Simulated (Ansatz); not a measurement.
# Al: the cost of one run

Computed with Ansatz 0.2.0 (DFT PBEsol, scalar-relativistic, plane waves, PAW, unless a step's input says otherwise).

4 further runs of the same task are left out: 1 that didn't finish, 3 set aside as unsound or not needed. Runs told in other sessions of the task aren't counted.

### 1 Starting point

The structure is cubic, space group Im-3m (No. 229). The conventional cell has a = 3.213 Å, b = 3.213 Å, c = 3.213 Å, α = 90.00°, β = 90.00°, γ = 90.00°. Al (site symmetry m-3m) has 8 Al at 2.78 Å in its first shell of neighbours.

As a file:

```xyz
1
Lattice="-1.6063 1.6063 1.6063 1.6063 -1.6063 1.6063 1.6063 1.6063 -1.6063" Properties=species:S:1:pos:R:3 pbc="T T T"
Al    0.0000    0.0000    0.0000
```

It goes back to an entry of the Materials Project, which need not be the stable form.

It is the result of an earlier relaxation at this level (volume 16.58 Å³/atom; gap on the mesh: none (metal)).

### 2 What is varied

Gamma surface: rigid slide across a plane, one fault a cell; the plane is (0 1 1) of the conventional cell.

- slide along a1: 10 values from 0.0 to 0.9, periodic
- slide along a2: 10 values from 0.0 to 0.9, periodic

Nothing else is relaxed (rigid halves, spacing across the cut fixed). Energies count from the perfect crystal. Points are written as (first, second).

The two vectors of the plane (Å): (-1.606, 1.606, -1.606); (-1.606, -1.606, 1.606).

### 3 Grid point (1/10, 1/10) of the map's two axes

File input.yaml:

```yaml
crystal:
  lattice:
    - [-1.6063180831, 1.6063180831, -1.6063180831]
    - [-1.6063180831, -1.6063180831, 1.6063180831]
    - [-0.3212636166, 6.4252723326, 6.4252723326]
  atoms:
    - { symbol: Al, position: [-0.0875, -0.0875, 0.875] }
    - { symbol: Al, position: [0.4875, 0.4875, 0.125] }
    - { symbol: Al, position: [-0.0375, -0.0375, 0.375] }
    - { symbol: Al, position: [0.4375, 0.4375, 0.625] }
basis:
  ecutwfc: 420
kpoints:
  mp_grid: { grid: [16, 16, 5] }
hamiltonian:
  xc: pbesol
  pseudopotentials: { kind: paw, azcp: { folder: soft_1 } }
scf:
  occupations: { method: gaussian, width: 0.15 }
output:
  forces: true
  stress: true
  eigenvalues: true
```

Run with:

```
ansatz run input.yaml --threads 2 --pin off --max-ram 4096MiB --backend cpu --events-out ev --progress --plain --runs-dir out
```

**Question.** How long does this run take on 2 threads of Arm Neoverse N1, shared host, and how much memory does it need?

About 12 s, with a peak of 0.47 GiB.
